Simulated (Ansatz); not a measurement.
# Li+ with H2O2: superposition error and deformation

How much of this pair's binding is borrowed basis, and how much do the fragments pay to take the shapes they have in the pair?

Computed with Ansatz 0.2.0, Gaussian basis. Level: PBE0-D4 structures, single points in def2-TZVPPD.

Levels: PBE-D4, revPBE-D4, BLYP-D4, r2SCAN-D4, B97M-V, PBE0-D4, B3LYP-D4, HSE06-D4, wB97X-V, wB97M-V, B2PLYP, Hartree-Fock, MP2, CCSD, CCSD(T).

Cores are frozen in the correlated methods. The outer core shell of Li, Na, Mg and K is correlated. B3LYP uses VWN-RPA correlation. B2PLYP carries no dispersion term here.

129 further runs of the same task are left out: 129 set aside as unsound or not needed.

## Step 1: Where the work starts

The relaxed pair: 5 atoms, charge 1, spin multiplicity 1.

Atoms are counted from 1 here; the program's logs count them from 0.

Bond lengths: Li1–O2 1.933 Å, Li1–O3 1.933 Å, O2–O3 1.430 Å, O2–H4 0.972 Å, O3–H5 0.972 Å. Angles: O2–Li1–O3 43.4°, Li1–O2–O3 68.3°, Li1–O2–H4 132.3°, O3–O2–H4 103.9°, Li1–O3–O2 68.3°, Li1–O3–H5 132.3°, O2–O3–H5 103.9°.

As a file:

```xyz
5
charge 1, multiplicity 1
Li   -0.1861    0.0127   -1.6711
O    -0.5178    0.4743    0.1767
O     0.5432   -0.4760    0.0513
H    -1.0982    0.0876    0.8536
H     1.2589   -0.0986    0.5897
```

Atoms 1 to 1 are fragment A (Li+), the rest fragment B (H2O2). From earlier runs, pair energy (eV) and counterpoise interaction (kJ/mol):

```tsv
method	E(pair)	interaction
PBE-D4	-4320.67089	-144.29
revPBE-D4	-4324.36326	-139.02
BLYP-D4	-4325.01984	-144.06
r2SCAN-D4	-4323.34054	-140.83
B97M-V	-4324.82173	-142.38
PBE0-D4	-4320.58277	-147.17
B3LYP-D4	-4325.69656	-147.84
HSE06-D4	-4320.38199	-147.14
wB97X-V	-4323.87143	-144.00
wB97M-V	-4324.00500	-145.09
B2PLYP	-4322.69629	-145.74
Hartree-Fock	-4303.12651	-144.83
MP2	-4317.42520	-139.57
CCSD(T)	-4318.25573	-138.63
```

First each fragment is run alone in its own basis, frozen in the shape it has in the pair (a, b).

## Step 2: wB97X-V/def2-TZVPPD

The input, a/in.yaml:

```yaml
crystal:
  periodic: [false, false, false]
  atoms:
    - {symbol: Li, position_ang: [-0.186081, 0.012678, -1.671108]}
basis:
  gaussian: {orbitals: "def2-TZVPPD.json"}
total_charge: 1
hamiltonian: {xc: {name: wB97X-V}}
```

The input, b/in.yaml:

```yaml
crystal:
  periodic: [false, false, false]
  atoms:
    - {symbol: O, position_ang: [-0.517777, 0.474298, 0.176660]}
    - {symbol: O, position_ang: [0.543153, -0.476005, 0.051285]}
    - {symbol: H, position_ang: [-1.098160, 0.087627, 0.853569]}
    - {symbol: H, position_ang: [1.258864, -0.098598, 0.589694]}
basis:
  gaussian: {orbitals: "def2-TZVPPD.json"}
hamiltonian: {xc: {name: wB97X-V}}
```

The basis file named in the input lies beside it (Basis Set Exchange, JSON).

Each run has its own folder and the same command.

Command:

```bash
ansatz run in.yaml --threads 2 --pin off --events-out ev --progress --plain --max-ram 5222MiB
```

a printed:

```text
Functional definition: wB97X-V
  name "wB97X-V"
  cite "Mardirossian & Head-Gordon, Phys. Chem. Chem. Phys. 16, 9904 (2014) doi:10.1039/C3CP54374A"
  cite "Becke, J. Chem. Phys. 107, 8554 (1997) doi:10.1063/1.475007"
  cite "Vydrov & Van Voorhis, J. Chem. Phys. 133, 244103 (2010) doi:10.1063/1.3521275"
  parameter omega = 0.3/bohr
  parameter cx = 0.167
  parameter cx1 = 0.603
  parameter cx2 = 1.194
  parameter css0 = 0.556
  parameter css1 = -0.257
  parameter cos0 = 1.219
  parameter cos1 = -1.850
  parameter b = 6.0
  parameter c = 0.01
  exchange = spin_sum(e_x_unif_sr(omega)*poly(b97_u_x, 1 - cx, cx1, cx2)) + cx*exact_x_sr(omega) + exact_x_lr(omega)
  correlation = spin_sum(e_c_pw_same_spin*poly(b97_u_same, css0, css1))
      + integral(e_c_pw_opposite_spin*poly(b97_u_opposite, cos0, cos1)) + vv10(b, c)
139 factors; their error is unknown
50 factors; integrals over basis functions are off by at most 2.1e-4 eV
mean field evaluation 1: about -198.0572 eV, gradient 3.5e-1 eV
mean field evaluation 2: about -198.0572 eV, gradient 3.5e-1 eV
mean field evaluation 4: about -198.0572 eV, gradient 3.0e-2 eV
mean field evaluation 8: about -198.0572 eV, gradient 4.4e-7 eV
mean field -198.05722125 eV, -7.2784686331 hartree, gradient 4.4e-7 eV, S^2 0.000000; 0 other end points of the search recorded, 0 dependent functions left out
reference -198.05722091 eV, -7.2784686203 hartree; 1, 1 occupied and 21, 21 virtual orbitals, 139 factors
Total energy: -198.05722091 eV, -7.2784686203 hartree
```

Output in b, shortened:

```text
[... 5 set-up lines as earlier in the session ...]
[...]
      + integral(e_c_pw_opposite_spin*poly(b97_u_opposite, cos0, cos1)) + vv10(b, c)
486 factors; their error is unknown
156 factors; integrals over basis functions are off by at most 2.4e-5 eV
[...]
mean field -4124.31966919 eV, -151.5659522785 hartree, gradient 3.3e-5 eV, S^2 0.000000; 0 other end points of the search recorded, 0 dependent functions left out
reference -4124.31966680 eV, -151.5659521907 hartree; 9, 9 occupied and 105, 105 virtual orbitals, 486 factors
Total energy: -4124.31966680 eV, -151.5659521907 hartree
```

They took 0.45 s (a), 1.9 s (b) on 2 threads of Intel Xeon Platinum 8488C, shared host.

## Step 3: wB97M-V/def2-TZVPPD

Each input of step 2 (a, b) changes in the same lines:

```diff
-hamiltonian: {xc: {name: wB97X-V}}
+hamiltonian: {xc: {name: wB97M-V}}
```

One command serves all of them, each in its own folder.

Command:

```bash
ansatz run in.yaml --threads 2 --pin off --events-out ev --progress --plain --max-ram 5222MiB
```

Output in a, shortened:

```text
Functional definition: wB97M-V
  name "wB97M-V"
  cite "Mardirossian & Head-Gordon, J. Chem. Phys. 144, 214110 (2016) doi:10.1063/1.4952647"
[... 2 set-up lines as earlier in the session ...]
  # Of w^i u^j: cxij and so on, Table III.
[...]
  gx(w, u) = 1 - cx + cx01*u + cx10*w
  gss(w, u) = css00 + css04*u^4 + css10*w + css20*w^2 + css43*w^4*u^3
  gos(w, u) = cos00 + cos10*w + (cos20 + cos21*u)*w^2 + (cos60 + cos61*u)*w^6
[...]
      + integral(e_c_pw_mod_opposite_spin*gos(b97_w_opposite, b97_u_opposite)) + vv10(b, c)
139 factors; their error is unknown
50 factors; integrals over basis functions are off by at most 2.1e-4 eV
[...]
mean field -197.98566991 eV, -7.2758391695 hartree, gradient 3.9e-7 eV, S^2 0.000000; 0 other end points of the search recorded, 0 dependent functions left out
reference -197.98567899 eV, -7.2758395033 hartree; 1, 1 occupied and 21, 21 virtual orbitals, 139 factors
Total energy: -197.98567899 eV, -7.2758395033 hartree
```

b printed, shortened:

```text
[... 5 set-up lines as earlier in the session ...]
  # Of w^i u^j: cxij and so on, Table III.
[...]
  gx(w, u) = 1 - cx + cx01*u + cx10*w
  gss(w, u) = css00 + css04*u^4 + css10*w + css20*w^2 + css43*w^4*u^3
  gos(w, u) = cos00 + cos10*w + (cos20 + cos21*u)*w^2 + (cos60 + cos61*u)*w^6
[...]
      + integral(e_c_pw_mod_opposite_spin*gos(b97_w_opposite, b97_u_opposite)) + vv10(b, c)
486 factors; their error is unknown
156 factors; integrals over basis functions are off by at most 2.4e-5 eV
[...]
mean field -4124.51310596 eV, -151.5730609485 hartree, gradient 3.3e-5 eV, S^2 0.000000; 0 other end points of the search recorded, 0 dependent functions left out
reference -4124.51316448 eV, -151.5730630993 hartree; 9, 9 occupied and 105, 105 virtual orbitals, 486 factors
Total energy: -4124.51316448 eV, -151.5730630993 hartree
```

They took 0.5 s (a), 2.2 s (b) on 2 threads of Intel Xeon Platinum 8488C, shared host.

## Step 4: B2PLYP/def2-TZVPPD

The same edit goes into each in.yaml of step 3 (a, b):

```diff
-hamiltonian: {xc: {name: wB97M-V}}
+hamiltonian: {xc: {name: B2PLYP}}
```

One command serves all of them, each in its own folder.

Command:

```bash
ansatz run in.yaml --threads 2 --pin off --events-out ev --progress --plain --max-ram 5222MiB
```

Log of a:

```text
Functional definition: B2PLYP
  name "B2PLYP"
  cite "Grimme, J. Chem. Phys. 124, 034108 (2006) doi:10.1063/1.2148954"
  cite "Becke, Phys. Rev. A 38, 3098 (1988) doi:10.1103/PhysRevA.38.3098"
  cite "Lee, Yang & Parr, Phys. Rev. B 37, 785 (1988) doi:10.1103/PhysRevB.37.785"
  parameter a = 0.53
  parameter c = 0.27
  exchange = (1 - a)*b88_x + a*exact_x
  correlation = (1 - c)*lyp_c + c*(mp2_os + mp2_ss)
115 factors; integrals over basis functions are off by at most 1.7e-4 eV
mean field evaluation 1: about -197.7856 eV, gradient 2.2e-1 eV
mean field evaluation 2: about -197.7856 eV, gradient 2.2e-1 eV
mean field evaluation 4: about -197.7856 eV, gradient 9.7e-5 eV
mean field evaluation 8: about -197.7856 eV, gradient 7.8e-6 eV
mean field -197.78564506 eV, -7.2684883920 hartree, gradient 7.8e-6 eV, S^2 0.000000; 0 other end points of the search recorded, 0 dependent functions left out
reference -197.78567180 eV, -7.2684893745 hartree; 1, 1 occupied and 21, 21 virtual orbitals, 115 factors
second order -0.88875546 eV of doubles, -0.00000000 eV of singles
Total energy: -198.02563577 eV, -7.2773078880 hartree
```

b printed, shortened:

```text
[... 5 set-up lines as earlier in the session ...]
[...]
683 factors; integrals over basis functions are off by at most 6.0e-4 eV
[...]
mean field -4118.75194150 eV, -151.3613420598 hartree, gradient 4.5e-6 eV, S^2 0.000000; 0 other end points of the search recorded, 0 dependent functions left out
2 core orbitals not correlated: weight in the atoms' cores, before any rotation towards them, 1.000 or more for the frozen orbitals, at most 0.000 for the correlated occupied ones
reference -4118.75207776 eV, -151.3613470671 hartree; 7, 7 occupied and 105, 105 virtual orbitals, 683 factors
second order -16.30351105 eV of doubles, -0.00000000 eV of singles
Total energy: -4123.15402574 eV, -151.5231156718 hartree
```

Wall times: 0.3 s (a), 2.1 s (b) on 2 threads of Intel Xeon Platinum 8488C, shared host.

## Step 5: B97M-V/def2-TZVPPD

The same edit goes into each in.yaml of step 4 (a, b):

```diff
-hamiltonian: {xc: {name: B2PLYP}}
+hamiltonian: {xc: {name: B97M-V}}
```

The same command starts each run, in its folder.

Command:

```bash
ansatz run in.yaml --threads 2 --pin off --events-out ev --progress --plain --max-ram 5222MiB
```

Output in a, shortened:

```text
Functional definition: B97M-V
  name "B97M-V"
  cite "Mardirossian & Head-Gordon, J. Chem. Phys. 142, 074111 (2015) doi:10.1063/1.4907719"
[... 2 set-up lines as earlier in the session ...]
  # Of w^i u^j: cxij and so on, Table III.
[...]
  gx(w, u) = cx00 + cx01*u + cx02*u^2 + (cx10 + cx11*u)*w
  gss(w, u) = css00 + css02*u^2 + css10*w + (css32*w^3 + css42*w^4)*u^2
  gos(w, u) = cos00 + cos01*u + cos03*u^3 + cos10*w + cos32*w^3*u^2
[...]
      + integral(e_c_pw_mod_opposite_spin*gos(b97_w_opposite, b97_u_opposite)) + vv10(b, c)
139 factors; their error is unknown
[...]
mean field -198.92348132 eV, -7.3103031035 hartree, gradient 4.7e-7 eV, S^2 0.000000; 0 other end points of the search recorded, 0 dependent functions left out
reference -198.92348931 eV, -7.3103033968 hartree; 1, 1 occupied and 21, 21 virtual orbitals, 139 factors
Total energy: -198.92348931 eV, -7.3103033968 hartree
```

Log of b, shortened:

```text
[... 5 set-up lines as earlier in the session ...]
  # Of w^i u^j: cxij and so on, Table III.
[...]
  gx(w, u) = cx00 + cx01*u + cx02*u^2 + (cx10 + cx11*u)*w
  gss(w, u) = css00 + css02*u^2 + css10*w + (css32*w^3 + css42*w^4)*u^2
  gos(w, u) = cos00 + cos01*u + cos03*u^3 + cos10*w + cos32*w^3*u^2
[...]
      + integral(e_c_pw_mod_opposite_spin*gos(b97_w_opposite, b97_u_opposite)) + vv10(b, c)
486 factors; their error is unknown
[...]
mean field -4124.42138370 eV, -151.5696902176 hartree, gradient 4.7e-5 eV, S^2 0.000000; 0 other end points of the search recorded, 0 dependent functions left out
reference -4124.42145461 eV, -151.5696928235 hartree; 9, 9 occupied and 105, 105 virtual orbitals, 486 factors
Total energy: -4124.42145461 eV, -151.5696928235 hartree
```

They took 0.5 s (a), 2.4 s (b) on 2 threads of Intel Xeon Platinum 8488C, shared host.

## Step 6: CCSD(T)/def2-TZVPPD

The same edit goes into each in.yaml of step 5 (a, b):

```diff
-hamiltonian: {xc: {name: B97M-V}}
+correlation: {method: ccsd_t}
```

One command serves all of them, each in its own folder.

Command:

```bash
ansatz run in.yaml --threads 2 --pin off --events-out ev --progress --plain --max-ram 5222MiB
```

Log of a:

```text
Functional definition: HF
  name "HF"
  cite "Fock, Z. Phys. 61, 126 (1930) doi:10.1007/BF01340294"
  parent pbe
  exchange = exact_x
  correlation = 0
115 factors; integrals over basis functions are off by at most 1.7e-4 eV
mean field evaluation 1: about -196.9117 eV, gradient 2.2e-2 eV
mean field evaluation 2: about -196.9117 eV, gradient 2.2e-2 eV
mean field evaluation 4: about -196.9117 eV, gradient 9.3e-7 eV
mean field -196.91172360 eV, -7.2363723707 hartree, gradient 9.3e-7 eV, S^2 0.000000; 0 other end points of the search recorded, 0 dependent functions left out
reference -196.91172360 eV, -7.2363723707 hartree; 1, 1 occupied and 21, 21 virtual orbitals, 115 factors
second order -0.81477337 eV of doubles, -0.00000000 eV of singles
cycle   1  -0.91492215 eV  change   -1.0e-1 eV  update   6.4e-3
cycle   2  -0.93093312 eV  change   -1.6e-2 eV  update   1.1e-3
cycle   3  -0.93078793 eV  change    1.5e-4 eV  update   9.2e-5
cycle   4  -0.93078953 eV  change   -1.6e-6 eV  update   4.4e-6
cycle   5  -0.93079009 eV  change   -5.6e-7 eV  update   7.2e-7
perturbative correction 0.00000000 eV, 0.0000000000 hartree
Total energy: -197.84251369 eV, -7.2705782757 hartree
```

b printed, shortened:

```text
[... 4 set-up lines as earlier in the session ...]
[...]
683 factors; integrals over basis functions are off by at most 6.0e-4 eV
[...]
mean field -4104.71297466 eV, -150.8454195442 hartree, gradient 1.4e-6 eV, S^2 0.000000; 0 other end points of the search recorded, 0 dependent functions left out
2 core orbitals not correlated: weight in the atoms' cores, before any rotation towards them, 1.000 or more for the frozen orbitals, at most 0.000 for the correlated occupied ones
reference -4104.71297466 eV, -150.8454195442 hartree; 7, 7 occupied and 105, 105 virtual orbitals, 683 factors
second order -13.52320316 eV of doubles, -0.00000000 eV of singles
cycle   1  -13.33181433 eV  change    1.9e-1 eV  update   7.4e-2
[...]
cycle  12  -13.73636187 eV  change    1.2e-6 eV  update   2.9e-6
perturbative correction -0.50901202 eV, -0.0187058467 hartree
Total energy: -4118.95834855 eV, -151.3689273788 hartree
```

Wall times: 0.35 s (a), 4.2 s (b) on 2 threads of Intel Xeon Platinum 8488C, shared host; peak memory 0.39 GiB.

## Step 7: Relaxing H2O2 alone

The input, relax-b/in.yaml:

```yaml
crystal:
  periodic: [false, false, false]
  atoms:
    - {symbol: O, position_ang: [-0.517777, 0.474298, 0.176660]}
    - {symbol: O, position_ang: [0.543153, -0.476005, 0.051285]}
    - {symbol: H, position_ang: [-1.098160, 0.087627, 0.853569]}
    - {symbol: H, position_ang: [1.258864, -0.098598, 0.589694]}
basis:
  gaussian: {orbitals: def2-TZVP}
hamiltonian: {xc: pbe0, dispersion: d4}
relax: {f_tol: 0.005, max_steps: 200}
```

Command:

```bash
ansatz run in.yaml --threads 2 --pin off --events-out ev --progress --plain --max-ram 5222MiB
```

The program printed, shortened:

```text
Functional definition: PBE0
  name "PBE0"
  cite "Adamo & Barone, J. Chem. Phys. 110, 6158 (1999) doi:10.1063/1.478522"
  cite "Perdew, Burke & Ernzerhof, Phys. Rev. Lett. 77, 3865 (1996) doi:10.1103/PhysRevLett.77.3865"
[... 1 set-up line as earlier in the session ...]
[...]
390 factors; their error is unknown
[...]
mean field -4121.27337240 eV, -151.4540029363 hartree, gradient 2.0e-5 eV, S^2 0.000000; 0 other end points of the search recorded, 0 dependent functions left out
[...]
reference -4121.27338829 eV, -151.4540035201 hartree; 9, 9 occupied and 65, 65 virtual orbitals, 390 factors
relax step   1: F+E_penalty+E_count = -4121.28812424 eV  Δ(F+E_penalty+E_count) = +0.000e0 eV  max|allowed force component| = 3.630e-1 eV/Å  Δτ_max = 0.0000 Å  (25 SCF iters, accepted)
[...]
relax step   5: F+E_penalty+E_count = -4121.31039663 eV  Δ(F+E_penalty+E_count) = -6.992e-5 eV  max|allowed force component| = 5.943e-3 eV/Å  Δτ_max = 0.0021 Å  (29 SCF iters, accepted)
[...]
relax step   6: F+E_penalty+E_count = -4121.31039782 eV  Δ(F+E_penalty+E_count) = -1.189e-6 eV  max|allowed force component| = 1.822e-3 eV/Å  Δτ_max = 0.0006 Å  (30 SCF iters, accepted)
390 factors; their error is unknown
[...]
mean field -4121.29567988 eV, -151.4548227210 hartree, gradient 1.7e-5 eV, S^2 0.000000; 1 other end points of the search recorded, 0 dependent functions left out
[...]
reference -4121.29569540 eV, -151.4548232916 hartree; 9, 9 occupied and 65, 65 virtual orbitals, 390 factors
Total energy: -4121.31041334 eV, -151.4553641659 hartree
Atom 0 at    -0.484625     0.500908     0.219634 Å, force    -0.001605    -0.001595     0.001154 eV/Å
Atom 1 at     0.520221    -0.503314     0.100094 Å, force     0.001822     0.001580     0.000796 eV/Å
Atom 2 at    -1.112533     0.065099     0.808535 Å, force     0.000131     0.001389    -0.000991 eV/Å
Atom 3 at     1.263017    -0.075371     0.542945 Å, force    -0.000348    -0.001374    -0.000959 eV/Å
Dipole moment:     0.042900    -0.002936     0.385270 e Å
```

Run time: 6.5 s. Hardware: 2 threads of Intel Xeon Platinum 8488C, shared host.

Along the way:

```tsv
step	energy from step 1 (eV)	largest force component (eV/Å)
1	0.0000	0.3630
2	-0.0177	0.1574
3	-0.0219	0.0648
4	-0.0222	0.0640
5	-0.0223	0.0059
6	-0.0223	0.0018
```

Close pairs (by a distance rule), those that changed most:

```tsv
bond	before (Å)	after (Å)	change (Å)
O1–H3	0.972	0.965	-0.007
O2–H4	0.972	0.965	-0.007
O1–O2	1.430	1.426	-0.004
```

## Step 8: PBE-D4/def2-TZVPPD

The input, free-b/in.yaml:

```yaml
crystal:
  periodic: [false, false, false]
  atoms:
    - {symbol: O, position_ang: [-0.484625, 0.500908, 0.219634]}
    - {symbol: O, position_ang: [0.520221, -0.503314, 0.100094]}
    - {symbol: H, position_ang: [-1.112533, 0.065099, 0.808535]}
    - {symbol: H, position_ang: [1.263017, -0.075371, 0.542945]}
basis:
  gaussian: {orbitals: "def2-TZVPPD.json"}
hamiltonian: {xc: pbe, dispersion: d4}
```

Command:

```bash
ansatz run in.yaml --threads 2 --pin off --events-out ev --progress --plain --max-ram 5222MiB
```

The program printed:

```text
Functional definition: PBE
  name "PBE"
[... 2 set-up lines as earlier in the session ...]
  parameter kappa = 0.804
  parameter beta = 0.06672455060314922
  exchange = pbe_x(kappa = kappa, mu = beta*pi^2/3)
  correlation = pbe_c(beta = beta)
486 factors; their error is unknown
mean field evaluation 1: about -4117.9770 eV, gradient 4.8e1 eV
mean field evaluation 2: about -4108.4768 eV, gradient 8.7e1 eV
mean field evaluation 4: about -4121.7038 eV, gradient 1.5e0 eV
mean field evaluation 8: about -4121.6965 eV, gradient 2.4e-2 eV
mean field evaluation 16: about -4121.6965 eV, gradient 9.4e-6 eV
mean field -4121.69650923 eV, -151.4695529280 hartree, gradient 9.4e-6 eV, S^2 0.000000; 0 other end points of the search recorded, 0 dependent functions left out
reference -4121.69655771 eV, -151.4695547097 hartree; 9, 9 occupied and 105, 105 virtual orbitals, 486 factors
Total energy: -4121.71483194 eV, -151.4702262750 hartree
```

It took 1.4 s on 2 threads of Intel Xeon Platinum 8488C, shared host.

## Step 9: r2SCAN-D4/def2-TZVPPD

Changes to free-b/in.yaml since step 8:

```diff
@@ -9,2 +9,2 @@
   gaussian: {orbitals: "def2-TZVPPD.json"}
-hamiltonian: {xc: pbe, dispersion: d4}
+hamiltonian: {xc: r2scan, dispersion: d4}
```

Command:

```bash
ansatz run in.yaml --threads 2 --pin off --events-out ev --progress --plain --max-ram 5222MiB
```

The program printed:

```text
Functional definition: r2SCAN
  name "r2SCAN"
  cite "Furness, Kaplan, Ning, Perdew & Sun, J. Phys. Chem. Lett. 11, 8208 (2020) doi:10.1021/acs.jpclett.0c02405"
  cite "Furness, Kaplan, Ning, Perdew & Sun, J. Phys. Chem. Lett. 11, 9248 (2020) doi:10.1021/acs.jpclett.0c03077"
  parent r2scan
  parameter k0 = 0.174
  parameter k1 = 0.065
  parameter a1 = 4.9479
  exchange = r2scan_x(k0 = k0, k1 = k1, a1 = a1)
  correlation = r2scan_c
486 factors; their error is unknown
mean field evaluation 1: about -4120.7563 eV, gradient 4.3e1 eV
mean field evaluation 2: about -4116.9128 eV, gradient 6.4e1 eV
mean field evaluation 4: about -4123.7588 eV, gradient 7.2e-1 eV
mean field evaluation 8: about -4123.7493 eV, gradient 3.6e-1 eV
mean field evaluation 16: about -4123.7494 eV, gradient 2.3e-5 eV
mean field -4123.74944853 eV, -151.5449970556 hartree, gradient 1.8e-5 eV, S^2 0.000000; 0 other end points of the search recorded, 0 dependent functions left out
reference -4123.74946612 eV, -151.5449977021 hartree; 9, 9 occupied and 105, 105 virtual orbitals, 486 factors
Total energy: -4123.75375862 eV, -151.5451554485 hartree
```

It took 1.7 s on 2 threads of Intel Xeon Platinum 8488C, shared host.

## Step 10: PBE0-D4/def2-TZVPPD

Changes to free-b/in.yaml since step 9:

```diff
@@ -9,2 +9,3 @@
   gaussian: {orbitals: "def2-TZVPPD.json"}
-hamiltonian: {xc: r2scan, dispersion: d4}
+hamiltonian: {xc: pbe0, dispersion: d4}
+output: {orbitals: {seedname: orbitals}}
```

Command:

```bash
ansatz run in.yaml --threads 2 --pin off --events-out ev --progress --plain --max-ram 5222MiB
```

The program printed, shortened:

```text
[... 5 set-up lines as earlier in the session ...]
  parameter a = 0.25
[... 2 set-up lines as earlier in the session ...]
  exchange = (1 - a)*pbe_x(kappa = kappa, mu = beta*pi^2/3) + a*exact_x
[... 1 set-up line as earlier in the session ...]
486 factors; their error is unknown
mean field evaluation 1: about -4119.1003 eV, gradient 3.8e1 eV
mean field evaluation 2: about -4117.8009 eV, gradient 4.7e1 eV
mean field evaluation 4: about -4121.4324 eV, gradient 3.4e-1 eV
mean field evaluation 8: about -4121.4413 eV, gradient 2.6e-3 eV
mean field -4121.44126940 eV, -151.4601730372 hartree, gradient 8.3e-6 eV, S^2 0.000000; 0 other end points of the search recorded, 0 dependent functions left out
reference -4121.44130610 eV, -151.4601743859 hartree; 9, 9 occupied and 105, 105 virtual orbitals, 486 factors
Total energy: -4121.45602404 eV, -151.4607152602 hartree
```

Run time: 0.85 s. Hardware: 2 threads of Intel Xeon Platinum 8488C, shared host.

[end of part 1 of 2]
